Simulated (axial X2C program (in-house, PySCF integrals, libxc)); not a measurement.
**A two-component session on PdH⁻: properties at the nuclei**

Wanted for PdH⁻: properties at the nuclei, at the two-component level.

The runs use an in-house X2C program for linear molecules on PySCF integrals; two-component X2C with atomic mean-field terms, Pd dyall-acv3z, H dyall-av3z.

All values are calculated.

### Step 1. Set-up

Input file task.json:

```json
{
 "zs": [
  46,
  1
 ],
 "q": -1,
 "bas": [
  "dyall-acv3z",
  "dyall-av3z"
 ],
 "r0": 1.52,
 "levels": [
  "PBE0",
  "HF",
  "LDA",
  "PBE",
  "BP86"
 ],
 "nst": 3
}
```

Keys: zs atomic numbers; q charge; bas basis sets; r0 starting distance in Å; levels methods (HF also brings MP2); nst determinants followed.

Started as:

```bash
$ python soeom.py task.json out
```

After this run come: Expectation values, lowest determinant; Expectation values, a higher determinant; Expectation values, a higher determinant.

Before running it: what results should come out? Wanted: lowest determinant; qzz Pd; qzz H; higher determinant; Eeff magnitude; Ws magnitude Pd; A∥/gI Pd (for each run or level that gives them).

The runs gave:

| quantity | value |
| --- | --- |
| lowest determinant | Ω = 0 (closed shell) |
| qzz Pd (a.u.), PBE0 | 1.34 |
| qzz H (a.u.), PBE0 | 0.14 |
| higher determinant | Ω = 1 (excess of +ω over −ω: 2 × ω = 1/2) |
| Eeff magnitude (GV/cm), PBE0, higher determinant | 0.905 |
| Ws magnitude Pd (kHz), PBE0, higher determinant | 0.231 |
| A∥/gI Pd (MHz), PBE0, higher determinant | 1710 |
| qzz Pd (a.u.), PBE0, higher determinant | 0.90 |
| higher determinant | Ω = 2 (excess of +ω over −ω: ω = 1/2, ω = 3/2) |
| Eeff magnitude (GV/cm), PBE0, higher determinant | 3.53 |
| Ws magnitude Pd (kHz), PBE0, higher determinant | 0.851 |
| A∥/gI Pd (MHz), PBE0, higher determinant | 811 |
| qzz Pd (a.u.), PBE0, higher determinant | 2.21 |

In words: The expectation values come from single determinants, which for open shells can mix terms of unlike spin or miss the lowest Ω, so a determinant need not be a state. Eeff is the effective electric field on the electron dipole moment in this Ω state and Ws the scalar–pseudoscalar constant (defined with the proton number Z and per Ω); A∥ is the parallel hyperfine constant, which follows by multiplying with the nuclear g factor gI = μI/(I μN); qzz is the electric field gradient, eQq0 = 234.96 MHz × Q/barn × qzz. The operators were transformed with the bare-nucleus X2C matrices.
